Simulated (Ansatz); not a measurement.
# AlInSb2: the cost of one run

Computed with Ansatz 0.2.0 (DFT PBEsol, scalar-relativistic, plane waves, PAW, unless a step's input says otherwise).

## Step 1: The structure to begin with

The structure is tetragonal, space group P-4m2 (No. 115). Conventional cell: a = 4.478 Å, b = 4.478 Å, c = 6.331 Å, α = 90.00°, β = 90.00°, γ = 90.00°. Al (site symmetry -4m2) has 4 Sb at 2.68 Å as nearest neighbours. Around In (site symmetry -4m2) lie 4 Sb at 2.80 Å. Sb (site symmetry 2mm) is surrounded by 2 Al at 2.68 Å and 2 In at 2.80 Å.

Coordinates:

```cif
data_structure
_symmetry_space_group_name_H-M 'P-4m2'
_symmetry_Int_Tables_number 115
_cell_length_a 4.4775
_cell_length_b 4.4775
_cell_length_c 6.3307
_cell_angle_alpha 90.000
_cell_angle_beta 90.000
_cell_angle_gamma 90.000
_cell_volume 126.92
loop_
_atom_site_label
_atom_site_type_symbol
_atom_site_symmetry_multiplicity
_atom_site_Wyckoff_symbol
_atom_site_fract_x
_atom_site_fract_y
_atom_site_fract_z
_atom_site_occupancy
Al1 Al 1 a 0.00000 0.00000 0.00000 1
In1 In 1 c 0.50000 0.50000 0.50000 1
Sb1 Sb 2 g 0.00000 0.50000 0.23349 1
```

It goes back to an entry of the Materials Project, which need not be the stable form.

This cell was relaxed beforehand with the same method: volume 31.73 Å³/atom, gap on the mesh 0.49 eV.

## Step 2: What is varied

The energy is mapped over a normal mode and a strain (zone-centre modes of the cell shown) (x along [1 0 0], y along [0 1 0], z along [0 0 1] of the conventional cell).

- amplitude of mode 4 (47 cm⁻¹), largest displacement in the unstrained cell: 7 values from −0.39 to 0.39 Å
- strain +e along z and -e/2 along x and y: 7 values from −7.00 to 7.00 %

Nothing else is relaxed (the pattern is fixed in fractional coordinates). Energies count from the relaxed high-symmetry cell. Points are written as (first, second).

The modes come from a phonon run on the reference cell, made beforehand.

Displacement patterns for an amplitude of 1 (Å):

```
atom      x1     y1     z1
 Al1   1.000  0.000  0.000
 In2  -0.693  0.000  0.000
 Sb3  -0.552  0.000  0.000
 Sb4   0.984  0.000  0.000
```

## Step 3: Point (0.00 Å, −7.00 %)

Input file input.yaml:

```yaml
crystal:
  lattice:
    - [4.6342632731, 0.0, 0.0]
    - [0.0, 4.6342632731, 0.0]
    - [0.0, 0.0, 5.8875554351]
  atoms:
    - { symbol: Al, position: [0.0, 0.0, 0.0] }
    - { symbol: In, position: [0.5, 0.5, 0.5] }
    - { symbol: Sb, position: [0.0, 0.5, 0.2334933427] }
    - { symbol: Sb, position: [0.5, 0.0, 0.7665066573] }
basis:
  ecutwfc: 420
kpoints:
  mp_grid: { grid: [8, 8, 6] }
hamiltonian:
  xc: pbesol
scf:
  occupations: { method: gaussian, width: 0.05 }
output:
  forces: true
  stress: true
  eigenvalues: true
  write_density: true
  write_potential: true
  elf: true
  volumetric_format: npy
```

Run with:

```
$ ansatz run input.yaml --threads 1 --pin off --max-ram 2048MiB --backend cpu --events-out ev --progress --plain --runs-dir out
```

**Question.** How long does this run take on 1 thread of Intel Xeon 6975P-C (Granite Rapids), shared host, and how much memory does it need?

About 14 s, with a peak of 0.47 GiB.
